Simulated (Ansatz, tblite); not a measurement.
# C39H18N2S12: one state, many levels

The task here is to estimate one member of a computed series from the others.

The runs use Ansatz 0.2.0, Gaussian basis; as each input shows.

Levels to be run: GFN1-xTB, GFN2-xTB, PBE-D4/def2-SVP, r2SCAN-D4/def2-SVP, B3LYP-D4/def2-SVP, revPBE-D4/def2-SVP, r2SCAN-D4/def2-mTZVP, HF/STO-3G.

## The geometry

The geometry is that of the singlet, from an earlier relaxation (PBE-D4/def2-SVP).

SMILES `CN(C)c1cc2sc(-c3cc4sc(-c5cc6sc(-c7cc8sc(-c9cc%10sc(-c%11cc%12sc(C#N)cc%12s%11)cc%10s9)cc8s7)cc6s5)cc4s3)cc2s1`, 71 atoms, charge 0, spin multiplicity 1.

Bond lengths: C1–N2 1.449 Å, C1–H54 1.117 Å, C1–H55 1.110 Å, C1–H56 1.106 Å, N2–C3 1.449 Å, N2–C4 1.375 Å, C3–H57 1.106 Å, C3–H58 1.117 Å, C3–H59 1.110 Å, C4–C5 1.398 Å, C4–S53 1.777 Å, C5–C6 1.421 Å, C5–H60 1.095 Å, C6–S7 1.740 Å, C6–C52 1.408 Å, S7–C8 1.773 Å, C8–C9 1.440 Å, C8–C51 1.397 Å and more. Angles: N2–C1–H54 112.7°, N2–C1–H55 110.4°, N2–C1–H56 109.3°, H54–C1–H55 107.9°, H54–C1–H56 108.7°, H55–C1–H56 107.7°, C1–N2–C3 119.2°, C1–N2–C4 117.7°, C3–N2–C4 119.8°, N2–C3–H57 109.4°, N2–C3–H58 113.3°, N2–C3–H59 110.0°, H57–C3–H58 108.6°, H57–C3–H59 107.3°, H58–C3–H59 108.0°, N2–C4–C5 128.2°, N2–C4–S53 119.4°, C5–C4–S53 112.4° and more.

PBE0-D4/def2-SVP was run before; its log isn't repeated, and its numbers join the tables.

The first run:

Tight binding, by tblite at 300 K electronic temperature and without a spin-polarisation term:

```python
tblite.interface.Calculator('GFN1-xTB', numbers, positions, charge=0, uhf=0).singlepoint()
```

Tight binding, by tblite at 300 K electronic temperature and without a spin-polarisation term:

```python
tblite.interface.Calculator('GFN2-xTB', numbers, positions, charge=0, uhf=0).singlepoint()
```

start.molden holds the orbitals of an earlier run on this state, given as this run's starting guess.

in.yaml reads:

```yaml
crystal:
  periodic: [false, false, false]
  atoms:
    - {symbol: C, position_ang: [17.645487, -1.113655, -0.202936]}
    - {symbol: N, position_ang: [16.876786, -1.032673, 1.023192]}
    - {symbol: C, position_ang: [17.539535, -0.631830, 2.247513]}
    - {symbol: C, position_ang: [15.511643, -0.914162, 0.914170]}
    - {symbol: C, position_ang: [14.723247, -1.020460, -0.235451]}
    - {symbol: C, position_ang: [13.344510, -0.882467, 0.079722]}
    - {symbol: S, position_ang: [11.870730, -0.917626, -0.844358]}
    - {symbol: C, position_ang: [10.892297, -0.640693, 0.607573]}
    - {symbol: C, position_ang: [9.457904, -0.552369, 0.519783]}
    - {symbol: C, position_ang: [8.573973, 0.002983, 1.449957]}
    - {symbol: C, position_ang: [7.229076, -0.114895, 1.028040]}
    - {symbol: S, position_ang: [5.688661, 0.359976, 1.686948]}
    - {symbol: C, position_ang: [4.835174, -0.278176, 0.271495]}
    - {symbol: C, position_ang: [3.402237, -0.180672, 0.200066]}
    - {symbol: C, position_ang: [2.531716, 0.494898, 1.061051]}
    - {symbol: C, position_ang: [1.183870, 0.356217, 0.657589]}
    - {symbol: S, position_ang: [-0.346164, 0.924450, 1.262417]}
    - {symbol: C, position_ang: [-1.215768, 0.134521, -0.062171]}
    - {symbol: C, position_ang: [-2.649815, 0.223277, -0.152841]}
    - {symbol: C, position_ang: [-3.497844, -0.476774, -1.018074]}
    - {symbol: C, position_ang: [-4.852107, -0.127854, -0.817351]}
    - {symbol: S, position_ang: [-6.364822, -0.618221, -1.526790]}
    - {symbol: C, position_ang: [-7.268992, 0.460643, -0.451390]}
    - {symbol: C, position_ang: [-8.703229, 0.515990, -0.540571]}
    - {symbol: C, position_ang: [-9.551886, -0.237436, -1.357604]}
    - {symbol: C, position_ang: [-10.909228, 0.099127, -1.152358]}
    - {symbol: S, position_ang: [-12.423116, -0.446314, -1.812714]}
    - {symbol: C, position_ang: [-13.326583, 0.682553, -0.792579]}
    - {symbol: C, position_ang: [-14.765228, 0.740239, -0.859251]}
    - {symbol: C, position_ang: [-15.626150, 1.520339, -0.081704]}
    - {symbol: C, position_ang: [-16.980545, 1.311104, -0.434104]}
    - {symbol: S, position_ang: [-18.498842, 1.944351, 0.125510]}
    - {symbol: C, position_ang: [-19.375988, 0.946096, -1.042016]}
    - {symbol: C, position_ang: [-20.786694, 1.008415, -1.099281]}
    - {symbol: N, position_ang: [-21.961906, 1.066486, -1.141217]}
    - {symbol: C, position_ang: [-18.525471, 0.160757, -1.823962]}
    - {symbol: C, position_ang: [-17.173211, 0.373550, -1.475253]}
    - {symbol: S, position_ang: [-15.645516, -0.252492, -2.029292]}
    - {symbol: C, position_ang: [-12.478155, 1.440006, 0.021377]}
    - {symbol: C, position_ang: [-11.121250, 1.106653, -0.184427]}
    - {symbol: S, position_ang: [-9.604448, 1.649013, 0.479776]}
    - {symbol: C, position_ang: [-6.421554, 1.165706, 0.408756]}
    - {symbol: C, position_ang: [-5.064889, 0.831707, 0.197984]}
    - {symbol: S, position_ang: [-3.550391, 1.321211, 0.904501]}
    - {symbol: C, position_ang: [-0.344669, -0.542445, -0.922631]}
    - {symbol: C, position_ang: [1.000540, -0.416869, -0.510744]}
    - {symbol: S, position_ang: [2.531561, -0.992826, -1.111699]}
    - {symbol: C, position_ang: [5.719077, -0.835638, -0.657294]}
    - {symbol: C, position_ang: [7.061847, -0.743709, -0.225701]}
    - {symbol: S, position_ang: [8.604283, -1.224372, -0.879079]}
    - {symbol: C, position_ang: [11.690973, -0.517929, 1.747394]}
    - {symbol: C, position_ang: [13.064438, -0.650105, 1.439688]}
    - {symbol: S, position_ang: [14.543807, -0.603883, 2.371980]}
    - {symbol: H, position_ang: [17.606780, -0.170315, -0.799388]}
    - {symbol: H, position_ang: [17.267445, -1.938109, -0.842321]}
    - {symbol: H, position_ang: [18.700611, -1.335574, 0.041852]}
    - {symbol: H, position_ang: [18.574469, -1.022786, 2.249121]}
    - {symbol: H, position_ang: [17.577765, 0.475758, 2.387863]}
    - {symbol: H, position_ang: [17.018289, -1.071608, 3.123725]}
    - {symbol: H, position_ang: [15.124076, -1.186779, -1.240620]}
    - {symbol: H, position_ang: [8.910312, 0.492174, 2.372322]}
    - {symbol: H, position_ang: [2.878526, 1.067810, 1.930898]}
    - {symbol: H, position_ang: [-3.136128, -1.215716, -1.743365]}
    - {symbol: H, position_ang: [-9.185891, -0.997637, -2.059960]}
    - {symbol: H, position_ang: [-15.277272, 2.200708, 0.704419]}
    - {symbol: H, position_ang: [-18.894524, -0.521375, -2.599649]}
    - {symbol: H, position_ang: [-12.841723, 2.199672, 0.724285]}
    - {symbol: H, position_ang: [-6.789471, 1.881098, 1.156069]}
    - {symbol: H, position_ang: [-0.684768, -1.086863, -1.812157]}
    - {symbol: H, position_ang: [5.387297, -1.276987, -1.606433]}
    - {symbol: H, position_ang: [11.275310, -0.367224, 2.751631]}
basis:
  gaussian: {orbitals: def2-SVP, fitting: {mean_field: def2-universal-jkfit}, initial_orbitals: start.molden}
hamiltonian: {xc: pbe, dispersion: d4}
scf: {omitted_lower_state_checks: [starts]}
output: {forces: true, orbitals: {seedname: orbitals}}
```

Run with:

```sh
$ ansatz run in.yaml --threads 4 --pin off --events-out ev --progress --plain --max-ram 66560MiB --backend cuda --devices 0, --max-vram 37GiB
```

Steps of the session up to this table: PBE-D4/def2-SVP; r2SCAN-D4/def2-SVP; B3LYP-D4/def2-SVP; revPBE-D4/def2-SVP; r2SCAN-D4/def2-mTZVP; HF/STO-3G.

One of the session's tables, all rows but one given; the rest of the session is left out.

It belongs to the step «Binding energy». 

```
               level  binding an atom (eV)
           HF/STO-3G                 4.134
     PBE-D4/def2-SVP                 5.557
  revPBE-D4/def2-SVP                     ?
  r2SCAN-D4/def2-SVP                 5.315
r2SCAN-D4/def2-mTZVP                 5.185
   B3LYP-D4/def2-SVP                 5.247
    PBE0-D4/def2-SVP                 5.388
```

Estimate the missing values for revPBE-D4/def2-SVP.

**Answer.** binding an atom (eV): 5.404. In the column «binding an atom (eV)» it lies between PBE0-D4/def2-SVP (5.388) and PBE-D4/def2-SVP (5.557).

To keep in mind: Free atoms were run apart at each level; binding is atoms less cluster, divided by the number of atoms, without zero-point or spin-orbit terms.
